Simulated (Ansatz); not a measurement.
# Cl2H3InOSi: the cost of one run

The runs use Ansatz 0.2.0, Gaussian basis; the settings change from run to run.

1 further run of the same task is left out (for a known fault of the program).

## (1) The geometry

The structure was relaxed beforehand with PBE0-D4 in a triple-zeta def2 set. In takes a core potential in def2 sets; no spin-orbit term is included.

SMILES `[SiH3][O][In]([Cl])[Cl]`, 8 atoms, charge 0, spin multiplicity 1.

Atoms are counted from 1 here; the program's logs count them from 0.

Bond lengths: Si1–O2 1.638 Å, Si1–H6 1.490 Å, Si1–H7 1.487 Å, Si1–H8 1.486 Å, O2–In3 1.950 Å, In3–Cl4 2.296 Å, In3–Cl5 2.288 Å. Angles: O2–Si1–H6 111.2°, O2–Si1–H7 109.6°, O2–Si1–H8 109.4°, H6–Si1–H7 108.7°, H6–Si1–H8 108.8°, H7–Si1–H8 109.2°, Si1–O2–In3 136.8°, O2–In3–Cl4 119.8°, O2–In3–Cl5 118.1°, Cl4–In3–Cl5 122.1°.

## (2) SPW92/ANO-RCC-VTZP

Set apart from the defaults: charge +1, multiplicity 2, atoms shaken by 0.03 Å, a grid of angular degree 47.

in.yaml reads:

```yaml
crystal:
  periodic: [false, false, false]
  atoms:
    - {symbol: Si, position_ang: [-1.149844, -0.081526, 1.034210]}
    - {symbol: O, position_ang: [-0.163120, 0.742973, -0.071134]}
    - {symbol: In, position_ang: [1.307175, 0.258886, -1.104449]}
    - {symbol: Cl, position_ang: [2.207100, -1.839609, -1.197683]}
    - {symbol: Cl, position_ang: [2.271650, 1.997432, -2.431810]}
    - {symbol: H, position_ang: [-0.727800, -1.538313, 1.151989]}
    - {symbol: H, position_ang: [-2.562766, -0.129199, 0.452054]}
    - {symbol: H, position_ang: [-1.118553, 0.550849, 2.355359]}
basis:
  gaussian: {orbitals: ANO-RCC-VTZP, final_grid: {core_spheres: 20, valence_spheres: 16, degree: 47}}
total_charge: 1
magnetization: {spin_polarized: true, initial_magnetization: 1}
hamiltonian: {xc: {name: SPW92}}
output: {forces: true}
```

On the command line:

```sh
> ansatz run in.yaml --threads 4 --pin off --events-out ev --progress --plain --max-ram 10444MiB
```

**Question.** How long does this run take on 4 threads of Arm Neoverse V2, shared host, and how much memory does it need?

About 65 s, with a peak of 1.6 GiB.
